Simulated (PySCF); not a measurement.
# C2H6OSSi: the cost of one run

Programs: PySCF 2.14.0, with density-fitted response routines of our own. Each step states its level of theory. These are calculated values for one molecule in the gas phase, unless marked as measured. Atoms count from 0, in the outputs and in this text.

## Step 1: The starting structure

11 atoms, charge 0, multiplicity 1; geometry from: GFN2-xTB. The atoms were then displaced at random by about 0.01 Å, so the start is not that level's minimum.

Bonds of the start (Å): Si0–O1 1.66, O1–C2 1.36, C2–C3 1.43, C3–S4 1.80, S4–C2 1.81, Si0–H5 1.48, Si0–H6 1.46, Si0–H7 1.43, C2–H8 1.09, C3–H9 1.11, C3–H10 1.09.

## Step 2: Geometry optimisation at PBE0-D3(BJ)/def2-SVP

What the job is given:

```
{"job": {"xc": "PBE0", "basis": "def2-SVP", "d3": "d3bj", "grid": 1, "shake": 0.01, "kind": "geom"}, "charge": 0, "multiplicity": 1}
Si     1.945280     0.416840    -0.012970
O      0.369960     0.248990     0.476210
C     -0.619520    -0.554220     0.005110
C     -1.951750    -0.035090    -0.065440
S     -1.225320    -0.313200    -1.684080
H      1.955110     0.901820    -1.407160
H      2.321760     1.436560     0.966150
H      2.654790    -0.825540     0.091240
H     -0.454400    -1.600410     0.265580
H     -2.809410    -0.701110     0.187560
H     -2.148400     0.999520     0.202060
```

Started as:

```
> OMP_NUM_THREADS=1 python probes_run.py task.json out
```

This one command runs all jobs of the session in turn.

Q: Estimate the wall time and peak memory of this first job on 1 thread of Arm Neoverse V2, shared host.

About 29 s, with a peak of 0.45 GiB.
